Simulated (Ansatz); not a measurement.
**CH7InO2SSi: up Jacob's ladder to CCSD(T)**

How much do the methods differ for CH7InO2SSi? The plan is to run it at one geometry with functionals of several rungs and with coupled cluster. The yardstick is the atomisation energy at the CCSD(T) limit.

Program: Ansatz 0.2.0, Gaussian basis. Level of theory: functionals in def2-TZVPP, the program's frozen cores in correlated methods. These are calculated values, not measurements.

Levels to be run: LDA (SPW92), PBE-D4, revPBE-D4, BLYP-D4, r2SCAN-D4, B97M-V, PBE0-D4, B3LYP-D4, r2SCANh-D4, r2SCAN0-D4, HSE06-D4, BHLYP-D4, CAM-B3LYP-D4, LC-ωPBE, ωB97X-V, ωB97M-V, B2PLYP, PBE-QIDH; CCSD(T)/def2-SVP; CCSD(T)/def2-TZVPP; MP2/def2-QZVPP; extrapolation to the limit; RPA on PBE.

## Step 1: The relaxed structure

An earlier PBE0-D4 in a triple-zeta def2 set relaxation fixed the geometry. In takes the def2 core potential; no spin-orbit term is included.

SMILES `C[O][In]([SH])[O][SiH3]`, 13 atoms, charge 0, spin multiplicity 1.

Atoms are counted from 1 here; the program's logs count them from 0.

Bond lengths: C1–O2 1.408 Å, C1–H7 1.095 Å, C1–H8 1.097 Å, C1–H9 1.097 Å, O2–In3 1.968 Å, In3–S4 2.347 Å, In3–O5 1.978 Å, S4–H10 1.345 Å, O5–Si6 1.627 Å, Si6–H11 1.492 Å, Si6–H12 1.488 Å, Si6–H13 1.492 Å. Angles: O2–C1–H7 107.9°, O2–C1–H8 112.8°, O2–C1–H9 112.7°, H7–C1–H8 107.6°, H7–C1–H9 107.7°, H8–C1–H9 107.9°, C1–O2–In3 121.4°, O2–In3–S4 125.7°, O2–In3–O5 116.4°, S4–In3–O5 117.9°, In3–S4–H10 91.4°, In3–O5–Si6 139.8°, O5–Si6–H11 111.6°, O5–Si6–H12 109.3°, O5–Si6–H13 111.6°, H11–Si6–H12 108.4°, H11–Si6–H13 107.4°, H12–Si6–H13 108.4°.

## Step 2: LDA

This LDA is Slater exchange with PW92 correlation.

in.yaml reads:

```yaml
crystal:
  periodic: [false, false, false]
  atoms:
    - {symbol: C, position_ang: [-0.266703, -0.860098, 1.977941]}
    - {symbol: O, position_ang: [0.893322, -0.070268, 1.858333]}
    - {symbol: In, position_ang: [1.358435, 0.817495, 0.164558]}
    - {symbol: S, position_ang: [3.242230, 2.168782, -0.200420]}
    - {symbol: O, position_ang: [0.117881, 0.527942, -1.348897]}
    - {symbol: Si, position_ang: [-1.277356, -0.239761, -1.681340]}
    - {symbol: H, position_ang: [-0.293780, -1.265879, 2.994090]}
    - {symbol: H, position_ang: [-0.278423, -1.707688, 1.281020]}
    - {symbol: H, position_ang: [-1.188352, -0.284851, 1.824083]}
    - {symbol: H, position_ang: [2.887499, 2.376359, -1.481240]}
    - {symbol: H, position_ang: [-2.385642, 0.227242, -0.797845]}
    - {symbol: H, position_ang: [-1.658842, 0.025637, -3.094410]}
    - {symbol: H, position_ang: [-1.150279, -1.714902, -1.495861]}
basis:
  gaussian: {orbitals: def2-TZVPP}
hamiltonian: {xc: lda}
output: {orbitals: {seedname: orbitals}}
```

Launch:

```bash
$ ansatz run in.yaml --threads 2 --pin off --events-out ev --progress --plain --max-ram 32768MiB --backend cuda --devices 0, --max-vram 18GiB
```

After this run come: PBE-D4 (GGA); revPBE-D4 (GGA); BLYP-D4 (GGA); r2SCAN-D4 (meta-GGA); B97M-V (meta-GGA); B3LYP-D4 (hybrid); r2SCANh-D4 (hybrid); r2SCAN0-D4 (hybrid); HSE06-D4 (hybrid); BHLYP-D4 (hybrid); CAM-B3LYP-D4 (range-separated); LC-ωPBE (range-separated); ωB97X-V (range-separated); ωB97M-V (range-separated); B2PLYP (double hybrid); PBE-QIDH (double hybrid); CCSD(T) in def2-SVP; CCSD(T) in def2-TZVPP; MP2 in def2-QZVPP; RPA on PBE orbitals.

Q: Predict the results of all the runs planned. Wanted: atomisation energy, CCSD(T)/CBS; farthest beyond LDA; mean size of error, GGA; mean size of error, meta-GGA; mean size of error, hybrid; mean size of error, range-separated; mean size of error, double hybrid; gap, smallest and largest; T1 diagnostic.

As calculated:

| quantity | value |
| --- | --- |
| atomisation energy, CCSD(T)/CBS | 45.052 eV |
| functionals within 0.451 eV (1.0 %) | PBE-D4, r2SCAN-D4, B97M-V, CAM-B3LYP-D4, ωB97X-V, ωB97M-V |
| farthest beyond LDA | BHLYP-D4 (-1.929 eV) |
| mean size of error, GGA | 0.647 eV |
| mean size of error, meta-GGA | 0.228 eV |
| mean size of error, hybrid | 1.012 eV |
| mean size of error, range-separated | 0.321 eV |
| mean size of error, double hybrid | 0.981 eV |
| gap, smallest and largest | 3.30 eV (LDA (SPW92)), 10.84 eV (LC-ωPBE) |
| T1 diagnostic | 0.0155 |
| triples share of the correlation energy | 3.7 % |

What this shows: The LDA atomisation energy is off by 6.055 eV (13 %): it overbinds. PBE-D4 is off by -0.004 eV. Double hybrids carry the basis error of their MP2 part in triple zeta, and no dispersion term here, so their miss is partly the set-up's. The rungs meta-GGA, range-separated miss on average by less than the doubt on the reference (0.451 eV), so they tie. Misses under about 0.451 eV are within the doubt on the reference itself, which lacks core-valence correlation, spin-orbit coupling and higher excitations, and its outer-core shells are covered unevenly. All levels share the lack of spin-orbit coupling, which lowers the free heavy atoms and so the true binding. Hartree-Fock recovers 70 % of the binding; the rest is correlation. CCSD(T) in def2-SVP is off by -3.434 eV, worse than the median functional, from the basis alone. Orbital gaps span 3.3 to 10.8 eV; exact exchange widens them. Correlated methods include outer-core shells of In, which these sets cover unevenly.
